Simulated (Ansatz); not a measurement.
BiTe:

```
CELL_PARAMETERS angstrom
2.42271 1.39875 3.31729
-2.42271 1.39875 3.31729
0.00000 -2.79750 3.31729
ATOMIC_POSITIONS crystal
Bi 0.50000 0.50000 0.50000
Te 0.00000 0.00000 0.00000
```

The cell comes from a database or a generator and needn't be the stable form of this composition.

Base run:

| Item | Value |
| --- | --- |
| Program | Ansatz 0.2.0 |
| Functional | PBEsol |
| Potentials or basis | all-electron LAPW, scalar-relativistic |
| Cutoff | 174 eV |
| Density cutoff | 697 eV |
| Basis error allowed | 0.001 eV/atom |
| k mesh | 5 × 5 × 5 |
| Occupations | fermi-dirac, width 0.05 eV |
| Spin | no spin polarisation |

Its results: pressure -2.5 GPa.

Question: The run is repeated on the same cell with these changes: potentials or basis from all-electron LAPW, scalar-relativistic to all-electron LAPW, relativistic spinors; spin from no spin polarisation to spin-orbit coupling, no magnetisation. What comes out?

Answer: Pressure -1.2 GPa.

Caveats: the k mesh is thin for a metal, which can move the energy by tens of meV per atom.

Not every run made on this cell is shown here.
